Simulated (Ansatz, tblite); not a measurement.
Ga3BiAs2: GFN1-xTB, run from Python

These are simulated results from tblite 0.8.0, not measurements. The cell was built from a prototype and was relaxed with r2SCAN in plane waves (Ansatz 0.2.0). It may be hypothetical. All runs are without spin polarisation.

The symmetry is P3m1 (No. 156, trigonal); conventional cell a = 4.173 Å, c = 10.237 Å, 25.73 Å³ an atom. As has 4 Ga at 2.44–2.52 Å; As has 4 Ga at 2.47–2.52 Å; Bi has 4 Ga at 2.65–2.75 Å; Ga has 4 As at 2.47–2.52 Å; Ga has 3 As at 2.52 Å and 1 Bi at 2.75 Å; Ga has 1 As at 2.44 Å and 3 Bi at 2.65 Å.

tblite solves periodic systems at the zone centre alone, so the script builds a cluster of 3×3×1 conventional cells (54 atoms), which folds in a coarse mesh of k points.

run.py reads:

```python
import json
from ase import Atoms
from ase.build import make_supercell
from ase.units import Bohr, GPa, Hartree
from tblite.interface import Calculator

atoms = Atoms(['As', 'As', 'Bi', 'Ga', 'Ga', 'Ga'],
              cell=[[4.17276426, 0.0, 0.0], [-2.08638213, 3.61371986, 0.0], [0.0, 0.0, 10.23665465]],
              scaled_positions=[[0.0, 0.0, 0.01041194], [0.333333333, 0.666666667, 0.324587346], [0.666666667, 0.333333333, 0.66404025], [0.333333333, 0.666666667, 0.083129172], [0.666666667, 0.333333333, 0.395834207], [0.0, 0.0, 0.771997085]],
              pbc=True)
cluster = make_supercell(atoms, [[3, 0, 0], [0, 3, 0], [0, 0, 1]])
calc = Calculator('GFN1-xTB', cluster.numbers, cluster.positions / Bohr, lattice=cluster.cell[:] / Bohr, periodic=cluster.pbc)
calc.set('temperature', 0.02 / Hartree)
calc.set('max-iter', 150)
res = calc.singlepoint()
levels = res.get('orbital-energies') * Hartree
nv = round(res.get('orbital-occupations').sum() / 2)
cells = len(cluster) // len(atoms)
out = {'energy_per_cell': res.get('energy') * Hartree / cells, 'homo': levels[nv - 1], 'lumo': levels[nv],
       'stress': (-res.get('virial') * Hartree / cluster.get_volume() / GPa).tolist(), 'charges': res.get('charges')[:len(atoms)].tolist(), 'electrons': 2 * nv / cells}
json.dump(out, open('results.json', 'w'))
for key, value in out.items():
    print(key, value)
```

Command: `python run.py`. It took 4.3 s on 1 thread of Arm Neoverse V1, with other jobs on the host, peak memory 0.12 GiB.

What it printed:

```
------------------------------------------------------------
  cycle        total energy    energy error   density error
------------------------------------------------------------
      1     -98.94247387411  -9.8830677E+01   3.5914133E-01
      2     -98.50317468721   4.3929919E-01   2.6851514E-01
      3     -98.31572416161   1.8745053E-01   1.9700315E-01
      4     -94.26725260374   4.0484716E+00   2.8234940E-01
      5     -99.57721908035  -5.3099665E+00   2.0298266E-02
      6     -99.39656948775   1.8064959E-01   4.7139770E-02
      7     -99.60149793286  -2.0492845E-01   7.6296012E-03
      8     -99.60253030373  -1.0323709E-03   1.8557691E-03
      9     -99.60271117937  -1.8087563E-04   3.6329372E-04
     10     -99.60270514213   6.0372396E-06   3.8219430E-04
     11     -99.60271404689  -8.9047640E-06   1.2651980E-04
     12     -99.60271369855   3.4834225E-07   1.1178155E-04
     13     -99.60271418193  -4.8338718E-07   6.6344598E-05
     14     -99.60271447114  -2.8920249E-07   1.6584453E-05
------------------------------------------------------------

 total:                                   3.646 sec
energy_per_cell -301.14754583877107
homo -5.139773807208079
lumo -4.954703149730222
stress [[9.655759321693067, -0.00020439180514985147, -1.7172573708297846e-06], [-0.000204391805149777, 9.655519426530912, -2.758354296927343e-06], [-1.7172573708404631e-06, -2.7583542970016283e-06, 4.031064094780937]]
charges [-0.03116946676252788, -0.04083657345613709, 0.17248055076785973, 0.05453343926565268, -0.016948879341881745, -0.13807641354965694]
electrons 24.0
```

The cycle table is in hartree for the whole cluster, and the lines after it are in eV (the energy for one cell). The printed stress is in GPa and positive in compression, and the pressure is its mean diagonal.

GFN1-xTB gives a gap of 0.19 eV. On the same cell, plane-wave PBE (Ansatz, 12×12×4 k points and the special points) gives no gap (an overlap of 0.17 eV at the points read) and r2SCAN no gap at the points read; on shared hosts these took about 75 and 160 core-seconds on the 6-atom cell, against 4.3 for the script. Spin-orbit coupling, left out in all these runs, can cut or reorder the gap by tenths of an eV, up to about 1 eV with Pb or Bi. xTB was fitted to molecules, so gaps, charges and pressures of solids can be far off, and the gap also depends on the size of the cluster.

The same script was run on cells scaled at fixed shape and fractional coordinates:

```json
{"volume (Å³/atom)": "22.64", "energy (meV/atom)": "272.6", "pressure (GPa, positive in compression)": "22.06", "gap (eV)": "0.02"}
{"volume (Å³/atom)": "24.18", "energy (meV/atom)": "102.2", "pressure (GPa, positive in compression)": "13.76", "gap (eV)": "0.09"}
{"volume (Å³/atom)": "25.73", "energy (meV/atom)": "0.0", "pressure (GPa, positive in compression)": "7.78", "gap (eV)": "0.19"}
{"volume (Å³/atom)": "27.27", "energy (meV/atom)": "-53.2", "pressure (GPa, positive in compression)": "3.51", "gap (eV)": "0.28"}
{"volume (Å³/atom)": "28.81", "energy (meV/atom)": "-71.3", "pressure (GPa, positive in compression)": "0.40", "gap (eV)": "0.34"}
```

The minimum lies beyond the largest of these volumes.

xTB was fitted mostly to molecules, and a small cluster samples few k points, so gaps, pressures and kinks along a curve can be far from a solid's.

Spin-orbit coupling is left out; in compounds of Pb, Bi, Tl or Hg it can lower a gap by up to about 1 eV, split its edges or invert the bands.
